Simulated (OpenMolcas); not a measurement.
# ZrO (SMILES [O][Zr]) at MP2/def2-TZVPP (core potential)

What is the energy change on altering one bond length of ZrO at MP2/def2-TZVPP (core potential)? 

Program for the calculation: OpenMolcas 26.06.

## Step 1: Starting point

ZrO: 2 atoms, total charge 0, spin state singlet. As SMILES, `[O][Zr]`. Geometry: the measured bond length.

Bond lengths: O1–Zr2 1.712 Å.

## Step 2: Energy and forces at MP2/def2-TZVPP (core potential)

The input, geom.xyz:

```xyz
2

O      0.000000     0.000000     0.000000
Zr     0.000000     0.000000     1.711600
```

The input, job.input:

```
&GATEWAY
 BasLib=$CurrDir
 Coord=geom.xyz
 Basis=def2-TZVPP
 Group=NoSym

&SEWARD

&SCF
 PrOrbitals=0

&MBPT2
 Frozen=1
 Grdt

&ALASKA
```

The basis set def2-TZVPP is read from a file made from the Basis Set Exchange's data (not shown).

On the command line:

```bash
$ export MOLCAS_MEM=1860
$ pymolcas job.input > job.log
```

What it wrote:

```text
--- Start Module: gateway ---
[...]
--- Stop Module: gateway /rc=_RC_ALL_IS_WELL_ ---
[...]
      Basis functions           87
[...]
       Convergence after  13 Iterations
[...]
::    Total SCF energy                               -121.3217794137
[...]
      Total spin, S                                     0.0000000000
[...]
      Total electronic charge=   20.000000
      Total            charge=   -0.000000
[...]
--- Start Module: mbpt2 ---
[...]
WARNING!
Default frozen orbitals as non valence orbitals is overwritten by user input.
Default values:   1
[...]
       Reference weight ( Cref**2 )         =        0.84369
::    Total MBPT2 energy                             -121.8872835387
[...]
      Dipole Moment (debye):
      Origin of the operator (angstrom)=    0.0000    0.0000    1.4531
                   X=  2.8398E-14               Y= -9.4081E-15               Z=  5.7903E+00           Total=  5.7903E+00
      Quadrupole Moment (debye*angstrom):
[...]
      Total MBPT2 calculations                           5.26      6.36
--- Stop Module: mbpt2 /rc=_RC_ALL_IS_WELL_ ---
[...]
--- Start Module: alaska ---
[...]
 *              Molecular gradients               *
 **************************************************
  Irreducible representation: a
 ------------------------------------------------------------------------------------------
                              X                       Y                       Z
 ------------------------------------------------------------------------------------------
  O1                2.17603004835826E-16   -2.45683014468599E-16    3.22464482083529E-02
  ZR2              -2.17603004835826E-16    2.45683014468600E-16   -3.22464482083493E-02
 ------------------------------------------------------------------------------------------
--- Stop Module: alaska /rc=_RC_ALL_IS_WELL_ ---
[...]
```

Run time: 13 s. Hardware: 1 thread of Arm Neoverse V1, shared host; peak memory 0.48 GiB.

## Step 3: The distorted shape at the same level

The input, geom.xyz:

```xyz
2

O      0.000000     0.000000    -2.567400
Zr     0.000000     0.000000     1.711600
```

The input, job.input:

```
* OZr MP2

&gateway
  baslib = $CurrDir
  coord = geom.xyz
  basis = def2-TZVPP
  group = NoSym

&seward

&scf
  prorbitals = 0

&mbpt2
  frozen = 1
  grdt

&alaska
```

The basis set def2-TZVPP is read from a file made from the Basis Set Exchange's data (not shown).

On the command line:

```bash
$ export MOLCAS_MEM=1860
$ pymolcas job.input > job.log
```

What it wrote:

```text
--- Start Module: gateway ---
[...]
--- Stop Module: gateway /rc=_RC_ALL_IS_WELL_ ---
[...]
      Basis functions           87
[...]
       Convergence after  22 Iterations
[...]
::    Total SCF energy                               -121.0672806808
[...]
      Total spin, S                                     0.0000000000
[...]
      Total electronic charge=   20.000000
      Total            charge=   -0.000000
[...]
--- Start Module: mbpt2 ---
[...]
WARNING!
Default frozen orbitals as non valence orbitals is overwritten by user input.
Default values:   1
[...]
       Reference weight ( Cref**2 )         =        0.86648
::    Total MBPT2 energy                             -121.5106550354
[...]
      Dipole Moment (debye):
      Origin of the operator (angstrom)=    0.0000    0.0000    1.0653
                   X=  1.9746E-08               Y= -7.9340E-09               Z= -2.9285E-01           Total=  2.9285E-01
      Quadrupole Moment (debye*angstrom):
[...]
      Total MBPT2 calculations                          11.31     13.82
--- Stop Module: mbpt2 /rc=_RC_ALL_IS_WELL_ ---
[...]
--- Start Module: alaska ---
[...]
 *              Molecular gradients               *
 **************************************************
  Irreducible representation: a
 ------------------------------------------------------------------------------------------
                              X                       Y                       Z
 ------------------------------------------------------------------------------------------
  O1               -1.43278305471443E-12    9.37320756617043E-13    5.09595155073317E-04
  ZR2               1.43278305471508E-12   -9.37320756616952E-13   -5.09595155073761E-04
 ------------------------------------------------------------------------------------------
--- Stop Module: alaska /rc=_RC_ALL_IS_WELL_ ---
[...]
```

It took 21 s on 1 thread of Arm Neoverse V1, shared host; peak memory 0.48 GiB.

## Step 4: Outcome

At MP2/def2-TZVPP (core potential), 1 core orbital frozen:

```
                                                          quantity          value
                                         first shape: total energy  -121.88728 Eh
                   first shape: dipole moment (mean-field density)         7.77 D
                  first shape: HOMO energy (Hartree–Fock orbitals)       -4.93 eV
                  first shape: LUMO energy (Hartree–Fock orbitals)       -0.38 eV
                first shape: HOMO–LUMO gap (Hartree–Fock orbitals)        4.55 eV
           first shape: correlation energy (1 core orbital frozen)     -565.5 mEh
                             first shape: largest force on an atom     1.658 eV/Å
                                     distorted shape: total energy  -121.51066 Eh
               distorted shape: dipole moment (mean-field density)         0.51 D
              distorted shape: HOMO energy (Hartree–Fock orbitals)       -5.87 eV
              distorted shape: LUMO energy (Hartree–Fock orbitals)       -0.58 eV
            distorted shape: HOMO–LUMO gap (Hartree–Fock orbitals)        5.29 eV
       distorted shape: correlation energy (1 core orbital frozen)     -443.4 mEh
                         distorted shape: largest force on an atom     0.026 eV/Å
energy change with the O1–Zr2 bond stretched from 1.712 to 4.279 Å      10.249 eV
```

What this shows: One bond (distorted shape) is far stretched, which a spin-restricted single reference describes badly; perturbation theory on it can break down and give far too much correlation. With the O1–Zr2 bond stretched from 1.712 to 4.279 Å the energy rises by 10.25 eV (989 kJ/mol). The first shape isn't relaxed at this level, so the change isn't measured from a minimum. A restricted reference can't describe the breaking bond well at this length. The largest force (first shape) is 1.66 eV/Å: the shape isn't a stationary point for this species at this level.
